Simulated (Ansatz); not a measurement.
# AlClH₆SiSn: basis-set convergence

An exercise on one series of results from a longer session: the logs are not shown, and one member is left open.

Computed with Ansatz 0.2.0, Gaussian basis. Level: one geometry, several basis sets.

Levels to be run: PBE0-D4/def2-SVP; ωB97M-V/def2-SVP; PBE0-D4/def2-QZVPP; ωB97M-V/def2-QZVPP; the functionals' def2-TZVPP values are taken from earlier runs.

### The geometry

The geometry comes from an earlier relaxation with PBE0-D4 in a triple-zeta def2 set; it is a stationary point, not always the lowest conformer. Sn takes the def2 core potential; no spin-orbit term is included.

SMILES `[SiH3][Al]([Cl])[SnH3]`, 10 atoms, charge 0, spin multiplicity 1.

Atoms are counted from 1 here; the program's logs count them from 0.

Bond lengths: Si1–Al2 2.453 Å, Si1–H5 1.491 Å, Si1–H6 1.491 Å, Si1–H7 1.488 Å, Al2–Cl3 2.108 Å, Al2–Sn4 2.657 Å, Sn4–H8 1.712 Å, Sn4–H9 1.708 Å, Sn4–H10 1.712 Å. Angles: Al2–Si1–H5 109.7°, Al2–Si1–H6 109.7°, Al2–Si1–H7 112.9°, H5–Si1–H6 107.2°, H5–Si1–H7 108.6°, H6–Si1–H7 108.6°, Si1–Al2–Cl3 117.3°, Si1–Al2–Sn4 126.3°, Cl3–Al2–Sn4 116.4°, Al2–Sn4–H8 111.1°, Al2–Sn4–H9 113.0°, Al2–Sn4–H10 111.2°, H8–Sn4–H9 107.5°, H8–Sn4–H10 106.3°, H9–Sn4–H10 107.5°.

Geometry (Å):

```csv
atom,x (Å),y (Å),z (Å)
Si1,0.0282,1.4169,-1.8113
Al2,0.8854,-0.1126,-0.0962
Cl3,2.9520,-0.5295,-0.1184
Sn4,-0.5401,-1.3074,1.8013
H5,-1.0101,0.7255,-2.6281
H6,-0.6284,2.5865,-1.1600
H7,1.0921,1.9177,-2.7228
H8,-1.7664,-2.2913,1.1250
H9,0.4061,-2.2968,2.8220
H10,-1.3357,-0.1602,2.7915
```

Set-up of the first run:

Input file in.yaml:

```yaml
crystal:
  periodic: [false, false, false]
  atoms:
    - {symbol: Si, position_ang: [0.028180, 1.416944, -1.811312]}
    - {symbol: Al, position_ang: [0.885402, -0.112565, -0.096163]}
    - {symbol: Cl, position_ang: [2.951984, -0.529517, -0.118402]}
    - {symbol: Sn, position_ang: [-0.540065, -1.307378, 1.801346]}
    - {symbol: H, position_ang: [-1.010113, 0.725459, -2.628086]}
    - {symbol: H, position_ang: [-0.628444, 2.586520, -1.160022]}
    - {symbol: H, position_ang: [1.092071, 1.917674, -2.722796]}
    - {symbol: H, position_ang: [-1.766373, -2.291326, 1.124968]}
    - {symbol: H, position_ang: [0.406123, -2.296830, 2.821973]}
    - {symbol: H, position_ang: [-1.335666, -0.160182, 2.791494]}
basis:
  gaussian: {orbitals: def2-SVP}
hamiltonian: {xc: pbe0, dispersion: d4}
output: {orbitals: {seedname: orbitals}}
```

The run is started by

```bash
> ansatz run in.yaml --threads 4 --pin off --events-out ev --progress --plain --max-ram 10444MiB
```

Steps of the session up to this table: PBE0-D4 in def2-SVP; ωB97M-V in def2-SVP; PBE0-D4 in def2-QZVPP; ωB97M-V in def2-QZVPP.

One of the session's tables, all rows but one given; the rest of the session is left out.

It belongs to the step «Density functionals: the series». 

| functional | basis | HOMO (eV) | LUMO (eV) |
| --- | --- | --- | --- |
| PBE0-D4 | def2-SVP | -7.18 | -2.29 |
| PBE0-D4 | def2-TZVPP | -7.19 | -2.33 |
| PBE0-D4 | def2-QZVPP | -7.20 | -2.35 |
| ωB97M-V | def2-SVP | ? | ? |
| ωB97M-V | def2-TZVPP | -9.05 | -0.65 |
| ωB97M-V | def2-QZVPP | -9.06 | -0.70 |

Estimate the missing values for ωB97M-V, def2-SVP.

As computed: HOMO (eV): -9.00; LUMO (eV): -0.56. In the column «HOMO (eV)» it lies between ωB97M-V, def2-TZVPP (-9.05) and PBE0-D4, def2-QZVPP (-7.20).
